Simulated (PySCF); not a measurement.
**ZrH₄: relaxation and vibrations of the singlet**

The task is one start of a wider search on ZrH₄: the singlet, built as tetrahedral. It is relaxed, tested by its Hessian and followed downhill if it is a saddle.

The runs use PySCF 2.14.0; PBE0, basis Zr x2c-TZVPall, H x2c-TZVPall, spin-free X2C, no spin–orbit coupling, density fitting.

### 1 The system as given

5 atoms, charge 0, spin multiplicity 1.

Bond lengths: Zr1–H2 1.860 Å, Zr1–H3 1.860 Å, Zr1–H4 1.860 Å, Zr1–H5 1.860 Å. Angles: H2–Zr1–H3 109.5°, H2–Zr1–H4 109.5°, H2–Zr1–H5 109.5°, H3–Zr1–H4 109.5°, H3–Zr1–H5 109.5°, H4–Zr1–H5 109.5°.

Coordinates in bohr (charge 0 multiplicity 1):
```
Zr    0.0000    0.0000    0.0000
H     2.8700   -0.0001    2.0294
H    -2.8700    0.0000    2.0294
H     0.0000    2.8700   -2.0293
H     0.0000   -2.8699   -2.0294
```

### 2 Relaxation: tetrahedral start, singlet

The steps below are one call of a driver around PySCF. For each, scf.py gives the equivalent set-up of the SCF; relaxations use the driver's own optimiser. Before each start the driver seeks the lowest SCF state from one or more starting densities and follows internal instabilities, so scf.py alone need not reach the same state.

The program finds Td symmetry in the start, which this walk keeps. Threshold on the gradient: 0.0003 Eh/bohr, with a further test on the energy change.

The input, scf.py:

```python
from pyscf import gto, scf, dft
mol = gto.M(atom='''
Zr    -0.000000    -0.000000    -0.000000
H      1.518727    -0.000048     1.073903
H     -1.518727    -0.000000     1.073903
H      0.000024     1.518752    -1.073868
H     -0.000024    -1.518703    -1.073937''',
    basis={'Zr': 'x2c-TZVPall', 'H': 'x2c-TZVPall'},
    nucmod='G',
    charge=0, spin=0)
mf = dft.RKS(mol, xc='PBE0')
mf.grids.atom_grid = (50, 194)
aux = {'Zr': 'AutoAux', 'H': 'AutoAux'}  # AutoAux: made from the orbital basis
mf = mf.density_fit(auxbasis=aux).sfx2c1e()
mf.kernel()
```

Further steps of the session: Frequencies.

Q: Predict the outcome of this session. Wanted: minimum; geometry; wavenumbers; dipole moment; highest occupied, lowest empty level; polar-tensor charge of Zr1; zero-point energy.

The runs gave:

```
                            quantity                                    value
                             minimum                              singlet, Td
                            geometry    Zr–H 1.841 Å (×4); H–Zr–H 109.5° (×6)
                  wavenumbers (cm⁻¹)  527 (t2), 615 (e), 1686 (t2), 1752 (a1)
                       dipole moment                                   0.00 D
highest occupied, lowest empty level                          -8.54, -2.45 eV
          polar-tensor charge of Zr1                                  +1.68 e
                   zero-point energy                              57.5 kJ/mol
                 entropy at 298.15 K                          232.0 J/(mol K)
```

In words: The tetrahedral start keeps its Td symmetry and ends in a minimum. The strongest infrared band lies at 1686 cm⁻¹ (t2, stretch). The dipole vanishes although Zr1 carries +1.7 e by the polar tensor: the bond dipoles cancel. Other starts or spin states, not run here, may lie lower.
